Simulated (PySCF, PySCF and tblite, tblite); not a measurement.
# C7H12: telling isomers apart by computed NMR, part 2 of 2

PySCF and tblite. Atoms count from 0. Earlier steps stand in the parts before.

### 9 Shieldings, isomer C, conformer 1: PBE0/pcSseg-1

What the job is given:

```
{"job": {"xc": "PBE0", "basis": "pcSseg-1", "kind": "nmr", "pop": false}, "charge": 0, "multiplicity": 1}
C      1.840322    -0.846719    -0.254616
C      0.943633     0.191781     0.391560
C     -0.002366     1.077609    -0.445177
C     -0.865134     0.057741    -1.189537
C     -1.151863    -0.915282    -0.023893
C     -0.378497    -0.198619     1.083762
C     -0.809683     1.258384     0.850458
H      1.302303    -1.499256    -0.934169
H      2.631654    -0.350989    -0.814260
H      2.301524    -1.463176     0.515074
H      1.550882     0.810046     1.057099
H      0.365535     1.925763    -1.016913
H     -0.336124    -0.411115    -2.017785
H     -1.774062     0.513436    -1.582102
H     -2.214591    -0.981540     0.208851
H     -0.781524    -1.922785    -0.206843
H     -0.394281    -0.652203     2.071496
H     -1.875477     1.454054     0.751569
H     -0.362055     1.962121     1.547965
```

Log:

```text
coarse grid: 15048 points
cycle   1  E = -273.4725249425  dE =  1.005e+00  |g| = 4.170e-01  |ddm| = 3.787e+00
cycle   2  E = -273.4512198115  dE =  2.131e-02  |g| = 5.265e-01  |ddm| = 9.078e-01
cycle   3  E = -273.5212283047  dE = -7.001e-02  |g| = 5.195e-02  |ddm| = 5.717e-01
cycle   4  E = -273.5216871502  dE = -4.588e-04  |g| = 2.087e-02  |ddm| = 7.234e-02
cycle   5  E = -273.5217819700  dE = -9.482e-05  |g| = 5.474e-03  |ddm| = 2.158e-02
cycle   6  E = -273.5217889950  dE = -7.025e-06  |g| = 8.423e-04  |ddm| = 5.653e-03
final grid: 142920 points
cycle   7  E = -273.5677831176  dE = -6.456e-05  |g| = 9.995e-03  |ddm| = 6.036e-02
cycle   8  E = -273.5677651414  dE =  1.798e-05  |g| = 1.330e-02  |ddm| = 2.335e-02
cycle   9  E = -273.5678088369  dE = -4.370e-05  |g| = 8.309e-04  |ddm| = 1.370e-02
cycle  10  E = -273.5678089696  dE = -1.327e-07  |g| = 2.832e-04  |ddm| = 1.111e-03
cycle  11  E = -273.5678089879  dE = -1.826e-08  |g| = 5.186e-05  |ddm| = 2.579e-04
cycle  12  E = -273.5678089885  dE = -5.766e-10  |g| = 1.503e-05  |ddm| = 6.533e-05
converged SCF energy = -273.5678089885

GIAO shielding tensors (ppm)
atom      isotropic    diamagn.    paramagn.     s11        s22        s33       span
  0 C      173.321     244.972     -71.651    161.003    168.394    190.566     29.563
  1 C      144.057     248.562    -104.505    129.765    138.829    163.575     33.810
  2 C      144.336     246.753    -102.417    125.078    143.181    164.748     39.670
  3 C      161.605     247.275     -85.670    151.436    159.781    173.598     22.162
  4 C      161.609     247.274     -85.665    151.442    159.789    173.594     22.152
  5 C      144.322     246.745    -102.423    125.054    143.179    164.734     39.681
  6 C      147.991     252.411    -104.420    135.012    140.992    167.968     32.956
  7 H       31.026      30.037       0.990     25.687     31.810     35.582      9.895
  8 H       30.979      28.721       2.258     26.277     27.907     38.755     12.478
  9 H       30.981      28.725       2.256     26.281     27.909     38.752     12.471
 10 H       30.035      32.859      -2.823     24.299     31.006     34.801     10.503
 11 H       29.591      31.954      -2.363     24.987     26.300     37.486     12.499
 12 H       30.138      30.472      -0.333     25.851     27.670     36.895     11.044
 13 H       30.163      30.091       0.073     25.807     26.737     37.946     12.139
 14 H       30.163      30.091       0.073     25.806     26.737     37.947     12.141
 15 H       30.139      30.472      -0.333     25.852     27.671     36.894     11.042
 16 H       29.591      31.954      -2.362     24.988     26.301     37.485     12.497
 17 H       31.047      31.890      -0.843     25.480     28.269     39.391     13.912
 18 H       30.365      32.178      -1.813     25.945     28.427     36.724     10.779
```

Run time: 18 s. Hardware: 1 thread of Arm Neoverse V2, shared host.

Key values: HOMO -8.26 eV, LUMO 1.49 eV; dipole 0.13 D.

### 10 Averages, isomer C: properties at PBE0/pcSseg-1

What the job is given:

```
{"job": {"study": "conf", "smiles": "C[C@@H]1[C@@H]2CC[C@H]1C2", "search": {"seed": 4682, "n_embed": 45, "ff_keep": 10, "window": 2.5, "nmax": 6, "temps": [250, 298.15, 350], "t_ref": 298.15, "order": 0.002}, "level": {"nmr": {"xc": "PBE0", "basis": "pcSseg-1"}}, "kind": "conf"}, "charge": 0, "multiplicity": 1}
C      1.840322    -0.846719    -0.254616
C      0.943633     0.191781     0.391560
C     -0.002366     1.077609    -0.445177
C     -0.865134     0.057741    -1.189537
C     -1.151863    -0.915282    -0.023893
C     -0.378497    -0.198619     1.083762
C     -0.809683     1.258384     0.850458
H      1.302303    -1.499256    -0.934169
H      2.631654    -0.350989    -0.814260
H      2.301524    -1.463176     0.515074
H      1.550882     0.810046     1.057099
H      0.365535     1.925763    -1.016913
H     -0.336124    -0.411115    -2.017785
H     -1.774062     0.513436    -1.582102
H     -2.214591    -0.981540     0.208851
H     -0.781524    -1.922785    -0.206843
H     -0.394281    -0.652203     2.071496
H     -1.875477     1.454054     0.751569
H     -0.362055     1.962121     1.547965
```

Log:

```text
conformer  sym    E(xTB)   E(DFT)   G(298.15 K)  weight  dipole/D
    1     Cs      0.000    0.000    0.000   1.0000    0.134

mean shielding (ppm) by class
class atoms           250 K   298.15 K      350 K
  0 C  0            173.321    173.321    173.321
  1 C  1            144.057    144.057    144.057
  2 C  2,5          144.329    144.329    144.329
  3 C  3,4          161.607    161.607    161.607
  4 C  6            147.991    147.991    147.991
  5 H  7,8,9         30.996     30.996     30.996
  6 H  10            30.035     30.035     30.035
  7 H  11,16         29.591     29.591     29.591
  8 H  12,15         30.139     30.139     30.139
  9 H  13,14         30.163     30.163     30.163
 10 H  17            31.047     31.047     31.047
 11 H  18            30.365     30.365     30.365
```

It took 19 s on 1 thread of Arm Neoverse V2, shared host. This counts the runs that the step sums up.

The search (ETKDG and KDG, MMFF94s, GFN2-xTB) embedded 45 structures, kept 1 distinct ones after the force field and 1 after xTB; 1 was carried on (window 2.5 kcal/mol at the search's own energies). Energies: PBE0/pcSseg-1 with D3(BJ).

Conformer by conformer (298 K):

```tsv
no.	group	mirror pair	ΔE xTB	ΔE DFT	ΔG	weight (%)	μ (D)	A, B, C (GHz)
1	Cs	no	0.00	0.00	0.00	100.0	0.13	3.99, 2.84, 2.59
```

Energies in kcal/mol. ΔG holds xTB vibrations and rotation, symmetry numbers and mirror pairs.

Shifts against references run at the same level (13C TMS 186.9, 1H TMS 31.72 ppm of shielding), by class of atoms, at 298 K:

```tsv
atoms	environment	average
C1	sp3 CH in a ring	42.9
C2, C5	sp3 CH in a ring	42.6
C6	sp3 CH2 in a ring	38.9
C3, C4	sp3 CH2 in a ring	25.3
C0	methyl carbon	13.6
H11, H16	hydrogen on an sp3 CH in a ring	2.13
H10	hydrogen on an sp3 CH in a ring	1.68
H12, H15	hydrogen on an sp3 CH2 in a ring	1.58
H13, H14	hydrogen on an sp3 CH2 in a ring	1.55
H18	hydrogen on an sp3 CH2 in a ring	1.35
H7, H8, H9	hydrogen on a methyl carbon	0.72
H17	hydrogen on an sp3 CH2 in a ring	0.67
```

Effective distances for nuclear Overhauser effects, ⟨r⁻⁶⟩^(−1/6) over all pairs of two classes (Å): H17···H18 1.78; H12···H13 1.97; H10···H18 2.29; H13···H17 2.52; H7···H10 2.57; H7···H12 2.63; H10···H11 2.64; H11···H18 2.67.

### 11 Shieldings, isomer C, conformer 1: KT2/pcSseg-1 in chloroform

Changed since step 9:

```diff
@@ -1,2 +1,2 @@
-{"job": {"xc": "PBE0", "basis": "pcSseg-1", "kind": "nmr", "pop": false}, "charge": 0, "multiplicity": 1}
+{"job": {"xc": "KT2", "basis": "pcSseg-1", "solvent": "chloroform", "kind": "nmr", "pop": false}, "charge": 0, "multiplicity": 1}
 C      1.840322    -0.846719    -0.254616
```

Log:

```text
coarse grid: 15048 points
cycle   1  E = -278.6744405053  dE =  7.390e-01  |g| = 5.615e-01  |ddm| = 3.848e+00
cycle   2  E = -278.5337784345  dE =  1.407e-01  |g| = 9.365e-01  |ddm| = 1.518e+00
cycle   3  E = -278.7651280922  dE = -2.313e-01  |g| = 9.765e-02  |ddm| = 1.084e+00
cycle   4  E = -278.7670391585  dE = -1.911e-03  |g| = 2.946e-02  |ddm| = 1.414e-01
cycle   5  E = -278.7672420276  dE = -2.029e-04  |g| = 6.559e-03  |ddm| = 3.045e-02
cycle   6  E = -278.7672518974  dE = -9.870e-06  |g| = 1.958e-03  |ddm| = 8.477e-03
final grid: 142920 points
cycle   7  E = -278.7714550274  dE = -2.904e-04  |g| = 1.515e-02  |ddm| = 9.759e-02
cycle   8  E = -278.7713484740  dE =  1.066e-04  |g| = 2.532e-02  |ddm| = 3.886e-02
cycle   9  E = -278.7715114011  dE = -1.629e-04  |g| = 1.837e-03  |ddm| = 2.819e-02
cycle  10  E = -278.7715120696  dE = -6.685e-07  |g| = 6.041e-04  |ddm| = 2.427e-03
cycle  11  E = -278.7715121575  dE = -8.783e-08  |g| = 1.155e-04  |ddm| = 5.445e-04
cycle  12  E = -278.7715121609  dE = -3.491e-09  |g| = 2.255e-05  |ddm| = 1.481e-04
cycle  13  E = -278.7715121611  dE = -1.107e-10  |g| = 7.045e-06  |ddm| = 2.609e-05
converged SCF energy = -278.7715121611

GIAO shielding tensors (ppm)
atom      isotropic    diamagn.    paramagn.     s11        s22        s33       span
  0 C      172.108     246.701     -74.593    158.727    167.163    190.435     31.708
  1 C      140.789     249.695    -108.905    124.171    136.177    162.021     37.850
  2 C      141.022     247.568    -106.546    121.138    142.112    159.817     38.679
  3 C      160.385     249.140     -88.755    150.009    158.697    172.450     22.441
  4 C      160.388     249.138     -88.750    150.018    158.703    172.444     22.426
  5 C      141.010     247.563    -106.553    121.113    142.110    159.806     38.693
  6 C      146.366     253.452    -107.087    133.590    138.632    166.875     33.285
  7 H       30.889      30.671       0.218     25.782     31.586     35.297      9.515
  8 H       30.876      28.785       2.092     26.328     27.881     38.419     12.091
  9 H       30.878      28.789       2.088     26.332     27.884     38.417     12.085
 10 H       29.732      32.961      -3.228     24.317     30.933     33.947      9.630
 11 H       29.266      32.251      -2.985     24.861     26.204     36.733     11.872
 12 H       29.907      30.842      -0.936     25.788     27.524     36.408     10.619
 13 H       29.992      30.147      -0.155     25.703     26.787     37.487     11.784
 14 H       29.993      30.148      -0.155     25.703     26.787     37.488     11.785
 15 H       29.908      30.843      -0.936     25.790     27.525     36.408     10.617
 16 H       29.266      32.251      -2.986     24.861     26.204     36.732     11.871
 17 H       30.898      31.973      -1.075     25.431     28.068     39.195     13.764
 18 H       30.175      32.157      -1.983     26.009     28.423     36.092     10.083
```

Wall time 17 s (1 thread of Arm Neoverse V2, shared host).

In short: HOMO -6.95 eV, LUMO 0.69 eV; dipole 0.18 D.

### 12 Single-point energy, isomer C, conformer 1: OPBE/pcseg-1 in chloroform

Changed since step 11:

```diff
@@ -1,2 +1,2 @@
-{"job": {"xc": "KT2", "basis": "pcSseg-1", "solvent": "chloroform", "kind": "nmr", "pop": false}, "charge": 0, "multiplicity": 1}
+{"job": {"xc": "OPBE", "basis": "pcseg-1", "solvent": "chloroform", "kind": "sp"}, "charge": 0, "multiplicity": 1}
 C      1.840322    -0.846719    -0.254616
```

Log:

```text
coarse grid: 15048 points
cycle   1  E = -273.6719039177  dE =  6.639e-01  |g| = 5.165e-01  |ddm| = 4.280e+00
cycle   2  E = -273.5570037240  dE =  1.149e-01  |g| = 8.552e-01  |ddm| = 1.730e+00
cycle   3  E = -273.7504892761  dE = -1.935e-01  |g| = 8.043e-02  |ddm| = 1.144e+00
cycle   4  E = -273.7517848043  dE = -1.296e-03  |g| = 2.886e-02  |ddm| = 1.325e-01
cycle   5  E = -273.7519783112  dE = -1.935e-04  |g| = 6.544e-03  |ddm| = 3.536e-02
cycle   6  E = -273.7519882609  dE = -9.950e-06  |g| = 1.841e-03  |ddm| = 9.205e-03
final grid: 142920 points
cycle   7  E = -273.7717755422  dE = -1.345e-04  |g| = 1.202e-02  |ddm| = 9.097e-02
cycle   8  E = -273.7717158493  dE =  5.969e-05  |g| = 1.947e-02  |ddm| = 3.516e-02
cycle   9  E = -273.7718138454  dE = -9.800e-05  |g| = 1.362e-03  |ddm| = 2.360e-02
cycle  10  E = -273.7718142125  dE = -3.672e-07  |g| = 5.138e-04  |ddm| = 2.435e-03
cycle  11  E = -273.7718142748  dE = -6.224e-08  |g| = 9.194e-05  |ddm| = 5.859e-04
cycle  12  E = -273.7718142767  dE = -1.903e-09  |g| = 3.577e-05  |ddm| = 1.444e-04
cycle  13  E = -273.7718142770  dE = -3.039e-10  |g| = 5.972e-06  |ddm| = 4.005e-05
converged SCF energy = -273.7718142770
```

Run time: 8.8 s. Hardware: 1 thread of Arm Neoverse V2, shared host.

In short: HOMO -6.90 eV, LUMO 0.97 eV; dipole 0.15 D.

### 13 Averages, isomer C: properties at KT2/pcSseg-1 in chloroform

Changed since step 10:

```diff
@@ -1,2 +1,2 @@
-{"job": {"study": "conf", "smiles": "C[C@@H]1[C@@H]2CC[C@H]1C2", "search": {"seed": 4682, "n_embed": 45, "ff_keep": 10, "window": 2.5, "nmax": 6, "temps": [250, 298.15, 350], "t_ref": 298.15, "order": 0.002}, "level": {"nmr": {"xc": "PBE0", "basis": "pcSseg-1"}}, "kind": "conf"}, "charge": 0, "multiplicity": 1}
+{"job": {"study": "conf", "smiles": "C[C@@H]1[C@@H]2CC[C@H]1C2", "search": {"seed": 4682, "n_embed": 45, "ff_keep": 10, "window": 2.5, "nmax": 6, "temps": [250, 298.15, 350], "t_ref": 298.15, "order": 0.002}, "level": {"nmr": {"xc": "KT2", "basis": "pcSseg-1", "solvent": "chloroform"}, "sp": {"xc": "OPBE", "basis": "pcseg-1", "solvent": "chloroform"}, "change": "KT2/pcSseg-1; solvent chloroform; energies OPBE/pcseg-1"}, "kind": "conf"}, "charge": 0, "multiplicity": 1}
 C      1.840322    -0.846719    -0.254616
```

Log:

```text
conformer  sym    E(xTB)   E(DFT)   G(298.15 K)  weight  dipole/D
    1     Cs      0.000    0.000    0.000   1.0000    0.152

mean shielding (ppm) by class
class atoms           250 K   298.15 K      350 K
  0 C  0            172.108    172.108    172.108
  1 C  1            140.789    140.789    140.789
  2 C  2,5          141.016    141.016    141.016
  3 C  3,4          160.386    160.386    160.386
  4 C  6            146.366    146.366    146.366
  5 H  7,8,9         30.881     30.881     30.881
  6 H  10            29.732     29.732     29.732
  7 H  11,16         29.266     29.266     29.266
  8 H  12,15         29.907     29.907     29.907
  9 H  13,14         29.993     29.993     29.993
 10 H  17            30.898     30.898     30.898
 11 H  18            30.175     30.175     30.175
```

Wall time 26 s (1 thread of Arm Neoverse V2, shared host). This counts the runs that the step sums up.

Against the first level, at 298 K (shifts, ppm; largest changes first):

```tsv
atoms	PBE0/pcSseg-1	KT2/pcSseg-1 in chloroform	change
C2, C5	42.6	45.2	+2.6
C1	42.9	45.4	+2.6
C6	38.9	39.8	+0.9
C3, C4	25.3	25.8	+0.5
C0	13.6	14.1	+0.5
H11, H16	2.13	2.34	+0.21
H10	1.68	1.87	+0.19
H12, H15	1.58	1.70	+0.12
H18	1.35	1.43	+0.08
H13, H14	1.55	1.61	+0.06
```

Weights: from PBE0/pcSseg-1 energies 1: 100 %; from OPBE/pcseg-1 in chloroform energies 1: 100 % (with a dispersion term where the level has one and the same thermal terms, so they don't follow from the SCF energies alone). Times: 19 s and 26 s.

### 14 Assigning the signals

What the job is given:

```
{"job": {"study": "set", "relation": "regioisomers", "members": [{"smiles": "[CH3:1][C@:2]12[CH2:3][CH2:4][C@H:5]([CH2:6]1)[CH2:7]2"}, {"smiles": "[CH3:1][C@@H:2]1[CH2:3][C@H:4]2[CH2:5][C@@H:6]1[CH2:7]2"}, {"smiles": "[CH3:1][C@H:2]1[C@H:3]2[CH2:4][CH2:5][C@@H:6]1[CH2:7]2"}], "charge": 0, "search": {"seed": 4682, "n_embed": 45, "ff_keep": 10, "window": 2.5, "nmax": 6, "temps": [250, 298.15, 350], "t_ref": 298.15, "order": 0.002}, "level": {"nmr": {"xc": "PBE0", "basis": "pcSseg-1"}}, "dp4": {"C": [1.5, 10], "H": [0.2, 10]}, "second_levels": [{"nmr": {"xc": "KT2", "basis": "pcSseg-1", "solvent": "chloroform"}, "wide": true, "sp": {"xc": "OPBE", "basis": "pcseg-1", "solvent": "chloroform"}, "change": "KT2/pcSseg-1; solvent chloroform; energies OPBE/pcseg-1"}], "kind": "set"}, "charge": 0, "multiplicity": 1}
C      2.076046     0.219259     0.292124
C      0.586156     0.093839     0.095582
C      0.054287    -1.212268    -0.508564
C     -1.456162    -0.887271    -0.516449
C     -1.399382     0.517913     0.084095
C     -0.228370     1.140607    -0.689995
C     -0.414610     0.321006     1.245835
H      2.436636    -0.560215     0.960964
H      2.324411     1.186706     0.723816
H      2.593035     0.123424    -0.661011
H      0.450469    -1.388153    -1.508485
H      0.294085    -2.074681     0.113122
H     -1.879054    -0.886820    -1.520880
H     -2.035081    -1.573697     0.101085
H     -2.342762     1.041518     0.214899
H     -0.241568     1.060100    -1.775312
H     -0.009236     2.162816    -0.391277
H     -0.597971    -0.507513     1.927347
H     -0.220732     1.232681     1.805644
```

Log:

```text
isomer  G rel   conformers  SMILES
A     0.000      1   C[C@]12CC[C@H](C1)C2
B     3.424      1   C[C@@H]1C[C@H]2C[C@@H]1C2
C     2.715      1   C[C@@H]1[C@@H]2CC[C@H]1C2

signals of isomer C at the second level: probabilities [0.0, 0.0, 1.0]
```

Wall time 84 s (1 thread of Arm Neoverse V2, shared host). This counts the whole study up to here.

The 3 candidates (regioisomers), with energies and dipoles from their ensembles above, at 298 K; shieldings at PBE0/pcSseg-1:

```tsv
isomer	SMILES	conformers	ΔE	ΔG	μ rms (D)
A	C[C@]12CC[C@H](C1)C2	1	0.00	0.00	0.10
B	C[C@@H]1C[C@H]2C[C@@H]1C2	1	3.10	3.42	0.05
C	C[C@@H]1[C@@H]2CC[C@H]1C2	1	2.38	2.71	0.13
```

Energies in kcal/mol.

The signals of isomer C, computed at a second level (KT2/pcSseg-1 in chloroform), stand in for a spectrum. The test takes 7 C values, 12 H values (hydrogens on carbon alone). Each candidate's shieldings are matched to them as sorted lists by a straight-line fit, or by a shift alone where signals are few or close (slope 1; a small slope inflates the errors), and the errors are weighed by Student-t tails (C: width 1.5 ppm, H: width 0.2 ppm).

```tsv
candidate	C slope	C mean error	C largest	H slope	H mean error	H largest	P(C)	P(H)	P(all)
A	0.68	3.0	5.2	0.56	0.31	0.72	0.0	0.0	0.0
B	0.58	5.0	7.7	0.72	0.23	0.67	0.0	0.0	0.0
C	0.93	0.5	1.0	0.88	0.02	0.06	100.0	100.0	100.0
```

Errors in ppm, probabilities in per cent.

### 15 What came out

What follows sums up all 2 parts.

```
                                     quantity                                                           value
                         conformers, isomer A            1; the first in weight is no. 1 (Cs), 100 % at 298 K
            root-mean-square dipole, isomer A                                                          0.10 D
averaged 13C shifts, isomer A (PBE0/pcSseg-1)                          49.2, 44.4, 38.2, 35.5, 32.5, 22.5 ppm
 averaged 1H shifts, isomer A (PBE0/pcSseg-1)                          2.31, 1.77, 1.44, 1.30, 1.25, 0.87 ppm
                         conformers, isomer B            1; the first in weight is no. 1 (C1), 100 % at 298 K
            root-mean-square dipole, isomer B                                                          0.05 D
averaged 13C shifts, isomer B (PBE0/pcSseg-1)                    46.2, 42.5, 41.2, 37.8, 36.8, 35.4, 21.1 ppm
 averaged 1H shifts, isomer B (PBE0/pcSseg-1)  2.34, 2.08, 2.04, 1.86, 1.67, 1.49, 1.12, 1.06, 1.01, 0.95 ppm
                         conformers, isomer C            1; the first in weight is no. 1 (Cs), 100 % at 298 K
            root-mean-square dipole, isomer C                                                          0.13 D
averaged 13C shifts, isomer C (PBE0/pcSseg-1)                                42.9, 42.6, 38.9, 25.3, 13.6 ppm
 averaged 1H shifts, isomer C (PBE0/pcSseg-1)                    2.13, 1.68, 1.58, 1.55, 1.35, 0.72, 0.67 ppm
                        lowest in free energy                                                        isomer A
    signals of C (KT2/pcSseg-1 in chloroform)                                               best fit C, 100 %
```

What this shows: The search found one conformer for isomer A in the window, so the averages are its own values. The search found one conformer for isomer B in the window, so the averages are its own values. The search found one conformer for isomer C in the window, so the averages are its own values. Going from PBE0/pcSseg-1 to KT2/pcSseg-1 in chloroform moves C2 of isomer C most, by 2.6 ppm. The test names the right isomer, C, with 100 %. The stand-in spectrum is computed, so it shares geometries and errors with the candidates; a measured one would test harder.
